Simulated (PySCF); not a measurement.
# SiSe+: from the state search to spectroscopic constants

One job finds the state of SiSe+, follows it along the bond with each method and fits the curves.

Method: Si def2-TZVPPD, Se def2-TZVPPD, no relativity; program: PySCF 2.14.0.

**1. The job**

The job is set up so:

```json
{
 "atoms": "Si, Se",
 "charge": "1",
 "basis": "Si def2-TZVPPD, Se def2-TZVPPD",
 "Hamiltonian": "no relativity",
 "basis functions": "105",
 "electrons treated": "47",
 "masses in u": "27.9769, 79.9165",
 "levels": "PBE0, PBE, r²SCAN, MN15, BHandHLYP, PW91, TPSS, revPBE, ωB97M-V, HF, MP2, SCS-MP2, CCSD, CCSD(T)",
 "grid": "80 radial by 434 angular points",
 "occupations": "held fixed by the projection of orbital angular momentum",
 "dissociation limit": "Si+ + Se, each in its ground configuration",
 "starting distance in angstrom": "2.330",
 "values of 2S to try": "1, 3"
}
```

Run with:

```
$ OMP_NUM_THREADS=2 python dia.py task.json out
```

After this run come: First curve: PBE0; Higher solutions at PBE0; PBE; r²SCAN (meta-GGA); MN15 (hybrid meta-GGA); BHandHLYP; PW91 (GGA); TPSS (meta-GGA); revPBE; ωB97M-V (range-separated hybrid); UHF (mean field); MP2 and coupled cluster.

Q: Predict the outcome of this session. Wanted: for each run, Re; ωe; De; μ.

As calculated:

Lowest PBE0 solution found, without spin–orbit coupling: ²Π (doublet), unpaired electrons π ↑. State 2 has its PBE0 minimum 0.19 eV higher. State 3 has its PBE0 minimum 2.43 eV higher. The other levels ran on the lowest alone.

| level | Re (Å) | ωe (cm⁻¹) | De (eV) | μ (D) |
| --- | --- | --- | --- | --- |
| UHF | 2.194 | 489 | 2.28 | -4.52 |
| UHF-MP2 | 2.197 | 486 | 3.66 | n/a |
| UHF-SCS-MP2 | 2.200 | 483 | 3.57 | n/a |
| PBE | 2.232 | 446 | 4.14 | -3.92 |
| revPBE | 2.240 | 441 | 3.94 | -3.93 |
| PW91 | 2.230 | 445 | 4.16 | -3.93 |
| TPSS | 2.224 | 451 | 3.99 | -3.89 |
| r²SCAN | 2.213 | 462 | 4.01 | -3.90 |
| PBE0 | 2.205 | 472 | 3.88 | -4.02 |
| MN15 | 2.182 | 484 | 3.85 | -4.05 |
| BHandHLYP | 2.196 | 481 | 3.48 | -4.26 |
| ωB97M-V | 2.193 | 486 | 3.81 | -4.28 |

De is counted to Si+ + Se in their ground configurations. A positive dipole points from Si to Se; in an ion it is taken about the centre of mass and does not tell which atom is negative. No constants: UHF-CCSD (the points don't follow one smooth fit); UHF-CCSD(T) (the points don't follow one smooth fit).

**Reading.** Bond lengths run from 2.182 Å (MN15) to 2.240 Å (revPBE). Of the levels with a De here, UHF gives the least (2.28 eV) and PW91 the most (4.16 eV).

Correlated steps freeze 14 core orbitals. T1 is 0.017 near the minimum (highest on the curve 0.088), which may point to more than one leading configuration.
